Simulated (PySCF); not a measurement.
# C2H6SSi (SMILES C=CS[SiH3]) at 5 levels

Wanted: a comparison of 5 runs (HF/def2-SVP, B3LYP/6-31G*, BP86/6-31+G*, PBE/def2-SVP, M06-2X/cc-pVTZ) of C2H6SSi. Input form: a Python script.

The calculation is run with PySCF 2.14.0.

**1. The molecule**

C2H6SSi: 10 atoms, total charge 0, spin state singlet. SMILES: `C=CS[SiH3]`. The coordinates come from a PBE0-D4/def2-TZVP relaxation. This is one conformer, not always the lowest.

Bond lengths: C1–C2 1.326 Å, C2–S3 1.761 Å, S3–Si4 2.134 Å, C1–H5 1.084 Å, C1–H6 1.084 Å, C2–H7 1.086 Å, Si4–H8 1.483 Å, Si4–H9 1.487 Å, Si4–H10 1.485 Å. Some angles: C1–C2–S3 123.0°, C2–S3–Si4 99.3°, C1–C2–H7 120.9°, S3–C2–H7 116.0°, C2–C1–H5 122.0°, C2–C1–H6 120.3°, S3–Si4–H8 105.8°, S3–Si4–H9 109.5°, S3–Si4–H10 112.1°, H5–C1–H6 117.8°.

**2. Energy and gradient at HF/def2-SVP (run 1)**

mol.xyz reads:

```xyz
10
C2H6SSi
C     -0.195600     2.194800     0.281400
C     -0.226300     0.880200     0.452200
S     -1.058900    -0.210600    -0.651600
Si     0.221300    -1.910500    -0.489400
H     -0.634600     2.671300    -0.587500
H      0.268100     2.831400     1.025600
H      0.218000     0.421700     1.331200
H     -0.480000    -3.012300    -1.191100
H      0.422800    -2.245200     0.945100
H      1.548200    -1.672000    -1.112800
```

job.py reads:

```python
# C=CS[SiH3]
import pyscf.grad
from pyscf import gto, scf

mol = gto.M(
    atom='mol.xyz',
    max_memory=1860,
    verbose=3,
    basis='def2-svp',
    spin=0,
)

myscf = scf.RHF(mol)
myscf.conv_tol = 1e-10
myscf.kernel()
if not myscf.converged:
    myscf = myscf.newton().run(myscf.mo_coeff, myscf.mo_occ)

e_final = myscf.e_tot
print('Final energy', e_final)
grad = myscf.Gradients().kernel()
myscf.analyze()
```

The run is started by

```bash
$ OMP_NUM_THREADS=1 python job.py
```

The program printed:

```text
converged SCF energy = -765.405871749966
[... 15 lines left out ...]
MO #6   energy= -6.63937015895356  occ= 2
[... 10 lines left out ...]
MO #17  energy= -0.640312545712363 occ= 2
[... 10 lines left out ...]
MO #28  energy= 0.18840905724845   occ= 0
[... 10 lines left out ...]
MO #39  energy= 0.541004566079837  occ= 0
[... 10 lines left out ...]
MO #50  energy= 0.857561998742092  occ= 0
[... 10 lines left out ...]
MO #61  energy= 1.16599650931496   occ= 0
[... 10 lines left out ...]
MO #72  energy= 1.80113181376835   occ= 0
[... 10 lines left out ...]
MO #83  energy= 2.29972944558177   occ= 0
[... 10 lines left out ...]
MO #94  energy= 3.57404188080159   occ= 0
[... 11 lines left out ...]
Dipole moment(X, Y, Z, Debye):  1.07082,  0.01958,  0.73139
```

Wall time 7.2 s (1 thread of Intel Xeon 6975P-C (Granite Rapids), shared host); peak memory 0.19 GiB.

**3. Energy and forces at B3LYP/6-31G(d) (Cartesian functions) (run 2)**

input.py reads:

```python
# C=CS[SiH3]
import pyscf.grad
from pyscf import gto, dft

mol = gto.Mole()
mol.atom = '''
C     -0.369630     4.147571     0.531769
C     -0.427645     1.663337     0.854534
S     -2.001031    -0.397976    -1.231346
Si     0.418196    -3.610322    -0.924832
H     -1.199220     5.048025    -1.110214
H      0.506636     5.350571     1.938103
H      0.411960     0.796898     2.515603
H     -0.907069    -5.692422    -2.250853
H      0.798976    -4.242813     1.785980
H      2.925674    -3.159622    -2.102887
'''
mol.cart = True
mol.basis = '6-31g*'
mol.unit = 'bohr'
mol.charge = 0
mol.verbose = 4
mol.max_memory = 1860
mol.build()

mf = dft.RKS(mol)
mf.xc = 'b3lyp'
mf.grids.level = 5
mf.conv_tol = 1e-10
mf.kernel()
if not mf.converged:
    mf = mf.newton().run(mf.mo_coeff, mf.mo_occ)

e_tot = mf.e_tot
print('E(%s) = %.9f' % ('B3LYP', e_tot))
grad = mf.Gradients().kernel()
dip = mf.dip_moment()
pop, q = mf.mulliken_pop()
```

The run is started by

```bash
$ OMP_NUM_THREADS=1 python input.py
```

The program printed:

```text
PySCF version 2.14.0

[... 79 lines left out ...]
converged SCF energy = -767.492796727961
[... 13 lines left out ...]
Dipole moment(X, Y, Z, Debye):  1.04641, -0.09647,  0.69905
[... 91 lines left out ...]
charge of    9H =     -0.05071
```

Wall time 19 s (1 thread of Intel Xeon 6975P-C (Granite Rapids), shared host); peak memory 0.79 GiB.

Runs 3 to 4 aren't shown in full; the table further down has their settings and results.

**4. Energy and gradient at M06-2X/cc-pVTZ (run 5)**

job.py reads:

```python
from pyscf import gto, dft

system = gto.M(
    atom='''
C     -0.369630     4.147571     0.531769
C     -0.427645     1.663337     0.854534
S     -2.001031    -0.397976    -1.231346
Si     0.418196    -3.610322    -0.924832
H     -1.199220     5.048025    -1.110214
H      0.506636     5.350571     1.938103
H      0.411960     0.796898     2.515603
H     -0.907069    -5.692422    -2.250853
H      0.798976    -4.242813     1.785980
H      2.925674    -3.159622    -2.102887
''',
    charge=0,
    basis='cc-pvtz',
    unit='bohr',
    verbose=4,
    max_memory=1860,
)

mf = dft.RKS(system, xc='m06-2x')
mf.grids.level = 5
mf.conv_tol = 1e-10
mf.kernel()
if not mf.converged:
    mf = mf.newton().run(mf.mo_coeff, mf.mo_occ)

e_tot = mf.e_tot
print('Final energy', e_tot)
grad = mf.nuc_grad_method().kernel()
mf.analyze()
```

The run is started by

```bash
$ OMP_NUM_THREADS=1 python job.py
```

The program printed:

```text
PySCF version 2.14.0

[... 107 lines left out ...]
MO #4   energy= -10.5440771042391  occ= 2
[... 25 lines left out ...]
MO #30  energy= 0.10007874685961   occ= 0
[... 25 lines left out ...]
MO #56  energy= 0.545369499976549  occ= 0
[... 25 lines left out ...]
MO #82  energy= 1.07853026390628   occ= 0
[... 25 lines left out ...]
MO #108 energy= 1.68771689522259   occ= 0
[... 25 lines left out ...]
MO #134 energy= 2.79342060480966   occ= 0
[... 25 lines left out ...]
MO #160 energy= 3.48525976805674   occ= 0
[... 25 lines left out ...]
MO #186 energy= 4.12044125183327   occ= 0
[... 25 lines left out ...]
MO #212 energy= 13.8865515446739   occ= 0
[... 225 lines left out ...]
Dipole moment(X, Y, Z, Debye):  0.92235, -0.07574,  0.62424
```

Run time: 3.2 min. Hardware: 1 thread of Intel Xeon 6975P-C (Granite Rapids), shared host; peak memory 1.7 GiB.

**5. Overview of the runs**

```tsv
run	level	Cartesian functions	integration grid	energy (Eh)	dipole moment (D)	HOMO energy (eV)	LUMO energy (eV)	wall time
1	HF/def2-SVP	no	–	-765.405872	1.30	-9.11	3.67	7.2 s
2	B3LYP/6-31G* (Cartesian functions)	yes	5	-767.492797	1.26	-6.29	-0.02	19 s
3	BP86/6-31+G* (spherical functions)	no	5	-767.516996	1.15	-5.73	-1.31	25 s
4	PBE/def2-SVP	no	5	-766.776867	1.01	-5.56	-1.11	25 s
5	M06-2X/cc-pVTZ	no	5	-767.469569	1.12	-7.84	0.56	3.2 min
```

**6. Results**

| quantity | value |
| --- | --- |
| run 5: total energy | -767.46957 Eh |
| run 5: dipole moment | 1.12 D |
| run 5: HOMO energy | -7.84 eV |
| run 5: LUMO energy | 0.56 eV |
| run 5: HOMO–LUMO gap | 8.40 eV |
| run 5: largest force on an atom | 0.347 eV/Å |

**Reading.** The dipole moment (its size) runs from 1.01 D (PBE/def2-SVP) to 1.30 D (HF/def2-SVP). The HOMO–LUMO gap runs from 4.42 eV (BP86/6-31+G*) to 12.78 eV (HF/def2-SVP). The two ends differ in method and basis. Totals of different functionals can't be ranked against each other. All runs together took 4.4 min, the longest 3.2 min.
